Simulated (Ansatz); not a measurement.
# SiH2Br (SMILES [SiH2]Br): UCCSDT/STO-6G (sfX2C, accuracy low)

Aim: the energy difference between two shapes of SiH2Br at UCCSDT/STO-6G (sfX2C, accuracy low), from 2 runs. 

The calculation is run with Ansatz 0.2.0.

2 further runs of the same task are left out: 2 set aside as unsound or not needed.

### 1 The system as given

SiH2Br has 4 atoms, charge 0, and is taken as a doublet. As SMILES, `[SiH2]Br`. Geometry: a rough force-field guess.

Bond lengths: Si1–Br2 2.164 Å, Si1–H3 1.525 Å, Si1–H4 1.539 Å. Angles: Br2–Si1–H3 111.3°, Br2–Si1–H4 106.7°, H3–Si1–H4 106.8°.

### 2 The energy at UCCSDT/STO-6G (sfX2C, accuracy low)

input.yaml reads:

```yaml
crystal:
  periodic: [false, false, false]
  atoms:
    - {symbol: Si, position_ang: [-0.073600, -0.281100, -0.397000]}
    - {symbol: Br, position_ang: [1.693000, -0.326100, 0.851700]}
    - {symbol: H, position_ang: [-1.325900, -0.624800, 0.403000]}
    - {symbol: H, position_ang: [-0.238000, 1.171700, -0.878000]}
basis:
  gaussian: {orbitals: STO-6G.json}
total_charge: 0
magnetization: {spin_polarized: true, initial_magnetization: 1}
hamiltonian: {pseudopotentials: {relativity: scalar}}
correlation: {method: ccsdt}
accuracy: low
```

The basis set STO-6G is read from a file made from the Basis Set Exchange's data (not shown).

Launch:

```bash
ansatz run input.yaml --threads 1 --pin off --max-ram 2610MiB --events-out events.jsonl --progress --plain --runs-dir runs
```

Standard output, cut to the lines that bear on the results:

```text
Warning: RAYON_NUM_THREADS=1 ignored (pool sized by the plan → 1); use --threads N
Functional definition: HF
  name "HF"
[...]
395 factors; integrals over basis functions are off by at most 9.7e-8 eV
[...]
mean field -78269.01485554 eV, -2876.3332432972 hartree, gradient 1.3e-6 eV, S^2 0.751306; 0 other end points of the search recorded, 0 dependent functions left out
14 core orbitals not correlated: weight in the atoms' cores, before any rotation towards them, 1.000 or more for the frozen orbitals, at most 0.000 for the correlated occupied ones
reference -78269.01485554 eV, -2876.3332432972 hartree; 12, 11 occupied and 3, 4 virtual orbitals, 395 factors
second order -0.98731415 eV of doubles, -0.00000000 eV of singles
cycle   1  -1.28162322 eV  change   -2.9e-1 eV  update   5.4e-2
[...]
cycle  12  -1.49181796 eV  change    1.2e-6 eV  update   1.7e-6
Total energy: -78270.50667350 eV, -2876.3880665960 hartree
Relativity: scalar
```

It took 0.84 s on 1 thread of Intel Xeon 6975P-C (Granite Rapids), shared host.

### 3 The distorted shape

input.yaml reads:

```yaml
crystal:
  periodic: [false, false, false]
  atoms:
    - {symbol: Si, position_ang: [-0.105322, -0.274290, -0.474964]}
    - {symbol: Br, position_ang: [1.669079, -0.202210, 0.872276]}
    - {symbol: H, position_ang: [-1.311224, -0.630184, 0.482211]}
    - {symbol: H, position_ang: [-0.209027, 1.184677, -0.842176]}
basis:
  gaussian: {orbitals: STO-6G.json}
total_charge: 0
magnetization: {spin_polarized: true, initial_magnetization: 1}
hamiltonian: {pseudopotentials: {relativity: scalar}}
correlation: {method: ccsdt}
accuracy: low
```

The basis set STO-6G is read from a file made from the Basis Set Exchange's data (not shown).

Launch:

```bash
ansatz run input.yaml --threads 1 --pin off --max-ram 2610MiB --events-out events.jsonl --progress --plain --runs-dir runs
```

Standard output, cut to the lines that bear on the results:

```text
Warning: RAYON_NUM_THREADS=1 ignored (pool sized by the plan → 1); use --threads N
[... 2 set-up lines as earlier in the session ...]
[...]
395 factors; integrals over basis functions are off by at most 9.6e-8 eV
[...]
mean field -78268.90589601 eV, -2876.3292391084 hartree, gradient 1.6e-6 eV, S^2 0.751558; 0 other end points of the search recorded, 0 dependent functions left out
14 core orbitals not correlated: weight in the atoms' cores, before any rotation towards them, 1.000 or more for the frozen orbitals, at most 0.000 for the correlated occupied ones
reference -78268.90589601 eV, -2876.3292391084 hartree; 12, 11 occupied and 3, 4 virtual orbitals, 395 factors
second order -1.01573885 eV of doubles, -0.00000000 eV of singles
cycle   1  -1.32108408 eV  change   -3.1e-1 eV  update   5.7e-2
[...]
cycle  13  -1.54724650 eV  change   -1.7e-6 eV  update   1.1e-6
Total energy: -78270.45314250 eV, -2876.3860993684 hartree
Relativity: scalar
```

Run time: 0.86 s. Hardware: 1 thread of Intel Xeon 6975P-C (Granite Rapids), shared host.

### 4 What came out

Level: UCCSDT/STO-6G (sfX2C, accuracy low), 14 core orbitals frozen.

```
                                                     quantity           value
                                    first shape: total energy  -2876.38807 Eh
    first shape: correlation energy (14 core orbitals frozen)       -54.8 mEh
               first shape: ⟨S²⟩ of the reference determinant           0.751
                                   first shape: T1 diagnostic           0.006
                                distorted shape: total energy  -2876.38610 Eh
distorted shape: correlation energy (14 core orbitals frozen)       -56.9 mEh
           distorted shape: ⟨S²⟩ of the reference determinant           0.752
                               distorted shape: T1 diagnostic           0.007
                       energy change with the atoms displaced        0.054 eV
```

In words: With the atoms displaced the energy rises by 0.05 eV (1.2 kcal/mol). The first shape isn't relaxed at this level, so the change isn't measured from a minimum. The minimal basis adds a large error of its own. The accuracy setting (first shape) is loose, so the last digits carry no meaning. The basis (first shape) was contracted for non-relativistic atoms, which limits what the relativistic Hamiltonian can do in the core. The accuracy setting (distorted shape) is loose, so the last digits carry no meaning. The basis (distorted shape) was contracted for non-relativistic atoms, which limits what the relativistic Hamiltonian can do in the core.
